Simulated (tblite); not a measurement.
# C5H15NOSi2: the cost of one run

Programs: tblite 0.8.0 and PySCF 2.14.0, with density-fitted response routines of our own. Each step states its level of theory. These are calculated values for one molecule in the gas phase, unless marked as measured. Atoms are numbered from 0 throughout.

### 1 The molecule as given

24 atoms, charge 0, multiplicity 1; geometry from: force field or distance geometry start.

Bonds of the start (Å): C0–N1 1.44, N1–C2 1.40, C2–O3 1.21, C2–C4 1.52, C4–Si5 1.88, C4–C6 1.56, C6–Si7 1.89, Si7–C8 1.85, C0–H9 1.10, C0–H10 1.08, C0–H11 1.10, N1–H12 1.00, C4–H13 1.10, Si5–H14 1.49, Si5–H15 1.49, Si5–H16 1.49, C6–H17 1.10, C6–H18 1.10, Si7–H19 1.48, Si7–H20 1.48, C8–H21 1.10, C8–H22 1.09, C8–H23 1.10.

### 2 Optimising the geometry with GFN2-xTB

Job settings and geometry (Å):

```
{"job": {"kind": "relax", "xc": "GFN2-xTB", "basis": "xTB"}, "charge": 0, "multiplicity": 1}
C     -2.554500    -1.783700    -0.408600
N     -1.923300    -0.491800    -0.317200
C     -0.938800    -0.265000     0.647300
O     -0.580900    -1.110900     1.430600
C     -0.363500     1.142100     0.586600
Si     0.331800     1.747600     2.227400
C      0.548600     1.322600    -0.666100
Si     2.107900     0.270800    -0.837900
C      1.746400    -1.514100    -1.189500
H     -3.268600    -1.758500    -1.240400
H     -1.810700    -2.555400    -0.575800
H     -3.101700    -1.991600     0.524600
H     -2.207800     0.245200    -0.925900
H     -1.214300     1.815300     0.415300
H     -0.721700     1.754300     3.277900
H      0.777500     3.158200     2.071000
H      1.514400     0.959500     2.670000
H     -0.049500     1.137000    -1.566700
H      0.867600     2.371400    -0.713000
H      2.958200     0.416300     0.368300
H      2.867200     0.827500    -1.979800
H      1.048700    -1.614500    -2.030600
H      2.664400    -2.043800    -1.432600
H      1.290600    -2.018800    -0.327300
```

The run is started by

```sh
OMP_NUM_THREADS=1 python probes_run.py task.json out
```

One launch serves the whole session: the jobs run in the order shown.

Q: Estimate the wall time and peak memory of this first job on 1 thread of Arm Neoverse N1, shared host.

About 4.7 s, with a peak of 0.18 GiB.
